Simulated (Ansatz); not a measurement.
# W: the cost of one run

Method: DFT PBEsol, scalar-relativistic, plane waves, PAW, in Ansatz 0.2.0.

### 1 The starting structure

Symmetry: P6_3/mmc, No. 194, hexagonal system. Conventional cell: a = 3.567 Å, b = 3.567 Å, c = 5.885 Å, α = 90.00°, β = 90.00°, γ = 120.00°. Around W (site symmetry 3m) lie 4 W at 2.19 to 2.21 Å.

Coordinates:

```cif
data_structure
_symmetry_space_group_name_H-M 'P 1'
_symmetry_Int_Tables_number 1
_cell_length_a 3.5667
_cell_length_b 3.5667
_cell_length_c 5.8850
_cell_angle_alpha 90.000
_cell_angle_beta 90.000
_cell_angle_gamma 120.000
_cell_volume 64.83
loop_
_atom_site_label
_atom_site_type_symbol
_atom_site_fract_x
_atom_site_fract_y
_atom_site_fract_z
_atom_site_occupancy
W1 W 0.33333 0.66667 0.43750 1
W2 W 0.66667 0.33333 0.93750 1
W3 W 0.66667 0.33333 0.56250 1
W4 W 0.33333 0.66667 0.06250 1
```

(A quick probe on a coarse mesh, which set the mesh and smearing, is not shown.)

### 3 Coarse relaxation

File input.yaml:

```yaml
crystal:
  lattice:
    - [3.5666650252, 0.0, 0.0]
    - [-1.7833325126, 3.0888225186, 0.0]
    - [0.0, 0.0, 5.8849972916]
  atoms:
    - { symbol: W, position: [0.3333333333, 0.6666666667, 0.4375] }
    - { symbol: W, position: [0.6666666667, 0.3333333333, 0.9375] }
    - { symbol: W, position: [0.6666666667, 0.3333333333, 0.5625] }
    - { symbol: W, position: [0.3333333333, 0.6666666667, 0.0625] }
basis:
  ecutwfc: 420
kpoints:
  mp_grid: { grid: [6, 6, 4] }
hamiltonian:
  xc: pbesol
scf:
  occupations: { method: gaussian, width: 0.1 }
  lower_state_search: "off"
output:
  forces: true
  stress: true
  eigenvalues: true
relax:
  adjacent_minimum: "off"
  f_tol: 0.04
  max_steps: 70
  cell: { stress_tol: 0.4 }
```

**Question.** How long does this run take on 1 thread of an Arm CPU, shared host, and how much memory does it need?

About 85 s, with a peak of 0.34 GiB.
